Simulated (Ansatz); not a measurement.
# CH₅AgO₂: one species, many methods

One table from this session's results is given with a row withheld; the runs are named, their logs left out.

The runs use Ansatz 0.2.0, Gaussian basis; functionals in def2-TZVPP, the program's frozen cores in correlated methods.

Plan: LDA (SPW92), PBE-D4, revPBE-D4, BLYP-D4, r2SCAN-D4, B97M-V, PBE0-D4, B3LYP-D4, r2SCANh-D4, r2SCAN0-D4, HSE06-D4, BHLYP-D4, CAM-B3LYP-D4, LC-ωPBE, ωB97X-V, ωB97M-V, B2PLYP, PBE-QIDH; CCSD(T)/def2-SVP; CCSD(T)/def2-TZVPP; MP2/def2-QZVPP; extrapolation to the limit; RPA on PBE.

**Structure used throughout**

An earlier PBE0-D4 in a triple-zeta def2 set relaxation fixed the geometry. Ag takes the def2 core potential; no spin-orbit term is included.

9 atoms, charge 0, spin multiplicity 1.

Atoms are counted from 1 here; the program's logs count them from 0.

Bond lengths: C1–O2 1.387 Å, C1–H5 1.104 Å, C1–H6 1.102 Å, C1–H7 1.104 Å, O2–Ag3 1.988 Å, Ag3–O4 2.201 Å, O4–H8 0.962 Å, O4–H9 0.962 Å. Angles: O2–C1–H5 113.9°, O2–C1–H6 108.9°, O2–C1–H7 113.9°, H5–C1–H6 106.4°, H5–C1–H7 106.7°, H6–C1–H7 106.4°, C1–O2–Ag3 119.8°, O2–Ag3–O4 175.2°, Ag3–O4–H8 114.4°, Ag3–O4–H9 114.4°, H8–O4–H9 106.8°.

The first run:

Input file in.yaml:

```yaml
crystal:
  periodic: [false, false, false]
  atoms:
    - {symbol: C, position_ang: [-0.398115, 2.077543, 0.198206]}
    - {symbol: O, position_ang: [-1.060224, 0.863281, 0.302789]}
    - {symbol: Ag, position_ang: [-0.074038, -0.831898, -0.020956]}
    - {symbol: O, position_ang: [0.859859, -2.797983, -0.344738]}
    - {symbol: H, position_ang: [0.011979, 2.277944, -0.806825]}
    - {symbol: H, position_ang: [-1.108744, 2.892034, 0.413185]}
    - {symbol: H, position_ang: [0.436277, 2.194752, 0.911288]}
    - {symbol: H, position_ang: [0.845174, -3.376460, 0.423442]}
    - {symbol: H, position_ang: [0.487851, -3.299224, -1.076382]}
basis:
  gaussian: {orbitals: def2-TZVPP}
hamiltonian: {xc: lda}
output: {orbitals: {seedname: orbitals}}
```

Steps of the session up to this table: LDA; PBE-D4 (GGA); revPBE-D4 (GGA); BLYP-D4 (GGA); r2SCAN-D4 (meta-GGA); B97M-V (meta-GGA); PBE0-D4 (hybrid); B3LYP-D4 (hybrid); r2SCANh-D4 (hybrid); r2SCAN0-D4 (hybrid); HSE06-D4 (hybrid); BHLYP-D4 (hybrid); CAM-B3LYP-D4 (range-separated); LC-ωPBE (range-separated); ωB97X-V (range-separated); ωB97M-V (range-separated); B2PLYP (double hybrid); PBE-QIDH (double hybrid).

One table of the session follows, with a row left open; its other results are not shown here.

It belongs to the step «Frontier levels by functional». 

```
  functional  HOMO (eV)  LUMO (eV)  gap (eV)
 LDA (SPW92)      -4.47      -2.38      2.09
      PBE-D4      -4.27      -2.20      2.07
   revPBE-D4      -4.18      -2.12      2.07
     BLYP-D4      -4.22      -2.22      2.00
   r2SCAN-D4          ?          ?         ?
      B97M-V      -4.59      -2.09      2.51
     PBE0-D4      -5.57      -1.37      4.20
    B3LYP-D4      -5.42      -1.72      3.69
  r2SCANh-D4      -4.95      -1.48      3.47
  r2SCAN0-D4      -5.73      -1.08      4.65
    HSE06-D4      -5.17      -1.73      3.44
    BHLYP-D4      -6.89      -0.76      6.13
CAM-B3LYP-D4      -6.97      -0.61      6.36
     LC-ωPBE      -8.13       0.67      8.80
     ωB97X-V      -7.88       0.48      8.36
     ωB97M-V      -7.87       0.07      7.94
```

**Question.** Estimate the row for r2SCAN-D4.

Worked estimate for «HOMO (eV)». Against the share of exact exchange, r2SCANh-D4 (0.1, -4.95), r2SCAN0-D4 (0.25, -5.73) give a slope of -5.20 per unit share; at 0 the line stands at -4.43.

As computed: HOMO (eV): -4.44; LUMO (eV): -1.77; gap (eV): 2.68. In «HOMO (eV)» the line misses by +0.01.
